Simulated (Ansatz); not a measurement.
# CH9InSi2: one species, many methods

Aim: compute CH9InSi2 with functionals from several rungs and with coupled cluster. The yardstick is the atomisation energy at the CCSD(T) limit.

Computed with Ansatz 0.2.0, Gaussian basis. Level: functionals in def2-TZVPP, the program's frozen cores in correlated methods.

Levels to be run: LDA (SPW92), PBE-D4, revPBE-D4, BLYP-D4, r2SCAN-D4, B97M-V, PBE0-D4, B3LYP-D4, r2SCANh-D4, r2SCAN0-D4, HSE06-D4, BHLYP-D4, CAM-B3LYP-D4, LC-ωPBE, ωB97X-V, ωB97M-V, B2PLYP, PBE-QIDH; CCSD(T)/def2-SVP; CCSD(T)/def2-TZVPP; MP2/def2-QZVPP; extrapolation to the limit; RPA on PBE.

1 further run of the same task is left out (for a known fault of the program). Runs told in other sessions of the task aren't counted.

## 1. The relaxed structure

All runs share one geometry, relaxed beforehand with PBE0-D4 in a triple-zeta def2 set. In takes the def2 core potential; no spin-orbit term is included.

SMILES `[SiH3][CH2][InH][SiH3]`, 13 atoms, charge 0, spin multiplicity 1.

Atoms are counted from 1 here; the program's logs count them from 0.

Bond lengths: Si1–C2 1.859 Å, Si1–H5 1.491 Å, Si1–H6 1.490 Å, Si1–H7 1.492 Å, C2–In3 2.167 Å, C2–H8 1.093 Å, C2–H9 1.094 Å, In3–Si4 2.575 Å, In3–H10 1.731 Å, Si4–H11 1.490 Å, Si4–H12 1.491 Å, Si4–H13 1.489 Å. Angles: C2–Si1–H5 110.0°, C2–Si1–H6 113.5°, C2–Si1–H7 110.5°, H5–Si1–H6 107.8°, H5–Si1–H7 107.2°, H6–Si1–H7 107.6°, Si1–C2–In3 111.8°, Si1–C2–H8 110.5°, Si1–C2–H9 108.9°, In3–C2–H8 109.0°, In3–C2–H9 107.9°, H8–C2–H9 108.7°, C2–In3–Si4 119.2°, C2–In3–H10 117.7°, Si4–In3–H10 123.0°, In3–Si4–H11 111.8°, In3–Si4–H12 109.8°, In3–Si4–H13 112.1° and more.

Geometry (Å):

```xyz
13

Si   -0.9706    1.9463   -0.4778
C    -0.1515    1.1891    1.0099
In    1.2680   -0.3495    0.4505
Si    0.3948   -2.6342   -0.3555
H    -1.7023    0.8988   -1.2460
H    -1.9415    3.0240   -0.1361
H     0.0502    2.5335   -1.3932
H     0.3659    1.9548    1.5930
H    -0.9176    0.7264    1.6396
H     2.9521    0.0405    0.5330
H     1.1581   -3.7632    0.2472
H     0.5393   -2.7364   -1.8362
H    -1.0449   -2.8301   -0.0283
```

## 2. LDA

This LDA is Slater exchange with PW92 correlation.

File in.yaml:

```yaml
crystal:
  periodic: [false, false, false]
  atoms:
    - {symbol: Si, position_ang: [-0.970630, 1.946276, -0.477780]}
    - {symbol: C, position_ang: [-0.151543, 1.189141, 1.009919]}
    - {symbol: In, position_ang: [1.268018, -0.349463, 0.450488]}
    - {symbol: Si, position_ang: [0.394771, -2.634197, -0.355543]}
    - {symbol: H, position_ang: [-1.702319, 0.898764, -1.246019]}
    - {symbol: H, position_ang: [-1.941498, 3.023997, -0.136106]}
    - {symbol: H, position_ang: [0.050239, 2.533455, -1.393225]}
    - {symbol: H, position_ang: [0.365927, 1.954800, 1.592980]}
    - {symbol: H, position_ang: [-0.917559, 0.726421, 1.639633]}
    - {symbol: H, position_ang: [2.952109, 0.040471, 0.533009]}
    - {symbol: H, position_ang: [1.158082, -3.763172, 0.247170]}
    - {symbol: H, position_ang: [0.539315, -2.736440, -1.836191]}
    - {symbol: H, position_ang: [-1.044911, -2.830063, -0.028325]}
basis:
  gaussian: {orbitals: def2-TZVPP}
hamiltonian: {xc: lda}
output: {orbitals: {seedname: orbitals}}
```

The run is started by

```
$ ansatz run in.yaml --threads 4 --pin off --events-out ev --progress --plain --max-ram 10444MiB
```

After this run come: PBE-D4 (GGA); revPBE-D4 (GGA); BLYP-D4 (GGA); r2SCAN-D4 (meta-GGA); B97M-V (meta-GGA); B3LYP-D4 (hybrid); r2SCANh-D4 (hybrid); r2SCAN0-D4 (hybrid); HSE06-D4 (hybrid); BHLYP-D4 (hybrid); CAM-B3LYP-D4 (range-separated); LC-ωPBE (range-separated); ωB97X-V (range-separated); ωB97M-V (range-separated); B2PLYP (double hybrid); PBE-QIDH (double hybrid); CCSD(T) in def2-SVP; CCSD(T) in def2-TZVPP; MP2 in def2-QZVPP; RPA on PBE orbitals.

**Question.** What will the summary of the whole plan be? Wanted: atomisation energy, CCSD(T)/CBS; farthest beyond LDA; mean size of error, GGA; mean size of error, meta-GGA; mean size of error, hybrid; mean size of error, range-separated; mean size of error, double hybrid; gap, smallest and largest; T1 diagnostic.

**Answer**, as computed:

```
                               quantity                                                                                value
        atomisation energy, CCSD(T)/CBS                                                                            39.448 eV
    functionals within 0.394 eV (1.0 %)  r2SCAN-D4, B97M-V, B3LYP-D4, r2SCANh-D4, r2SCAN0-D4, CAM-B3LYP-D4, ωB97X-V, ωB97M-V
                    farthest beyond LDA                                                                revPBE-D4 (-1.181 eV)
                mean size of error, GGA                                                                             0.883 eV
           mean size of error, meta-GGA                                                                             0.120 eV
             mean size of error, hybrid                                                                             0.449 eV
    mean size of error, range-separated                                                                             0.218 eV
      mean size of error, double hybrid                                                                             0.695 eV
              gap, smallest and largest                                             3.36 eV (LDA (SPW92)), 9.65 eV (LC-ωPBE)
                          T1 diagnostic                                                                               0.0130
triples share of the correlation energy                                                                                3.3 %
```

**Reading.** LDA overbinds by 3.993 eV (10 %). PBE-D4 is off by -0.576 eV. Double hybrids carry the basis error of their MP2 part in triple zeta, and no dispersion term here, so their miss is partly the set-up's. The rungs meta-GGA, range-separated miss on average by less than the doubt on the reference (0.394 eV), so they tie. The reference freezes the cores and leaves out spin-orbit coupling and excitations past (T), and its outer-core shells are covered unevenly, so misses under about 0.394 eV can't be ranked. All levels share the lack of spin-orbit coupling, which lowers the free heavy atoms and so the true binding. Hartree-Fock recovers 76 % of the binding; the rest is correlation. CCSD(T) in def2-SVP is off by -2.453 eV, worse than the median functional, from the basis alone. The gap grows from 3.4 to 9.6 eV across the functionals, mostly with the share of exact exchange. Correlated methods include outer-core shells of In, which these sets cover unevenly.
